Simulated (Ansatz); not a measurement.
# Au: the cost of one run

Program: Ansatz 0.2.0. Level of theory: DFT PBEsol, scalar-relativistic, plane waves, PAW. These are calculated values, not measurements.

The COD cell was measured well above room temperature, so it is larger than a cold one.

1 further run of the same task is left out (set aside as unsound or not needed).

**1. The structure to begin with**

The structure is cubic, space group Fm-3m (No. 225). Conventional cell: a = 4.091 Å, b = 4.091 Å, c = 4.091 Å, α = 90.00°, β = 90.00°, γ = 90.00°. Around Au (site symmetry m-3m) lie 12 Au at 2.89 Å.

Coordinates:

```xyz
1
Lattice="0.0000 2.0455 2.0455 2.0455 0.0000 2.0455 2.0455 2.0455 0.0000" Properties=species:S:1:pos:R:3 pbc="T T T"
Au    0.0000    0.0000    0.0000
```

The structure comes from the Crystallography Open Database.

**2. A distortion that keeps the symmetry**

Against the listed cell: strain xx, yy, zz, yz, xz, xy = +0.7, +0.7, +0.7, +0.0, +0.0, +0.0 %.

Contents of input.yaml:

```yaml
crystal:
  lattice:
    - [0.0, 2.059757135, 2.059757135]
    - [2.059757135, 0.0, 2.059757135]
    - [2.059757135, 2.059757135, 0.0]
  atoms:
    - { symbol: Au, position: [0.0, 0.0, 0.0] }
basis:
  ecutwfc: 420
kpoints:
  mp_grid: { grid: [18, 18, 18] }
hamiltonian:
  xc: pbesol
scf:
  occupations: { method: gaussian, width: 0.1 }
output:
  forces: true
  stress: true
  eigenvalues: true
```

Launch:

```sh
> ansatz run input.yaml --threads 1 --pin off --max-ram 1331MiB --backend cpu --events-out ev --progress --plain --runs-dir out
```

**Question.** How long does this run take on 1 thread of an x86-64 CPU, shared host, and how much memory does it need?

About 5.5 s, with a peak of 0.33 GiB.
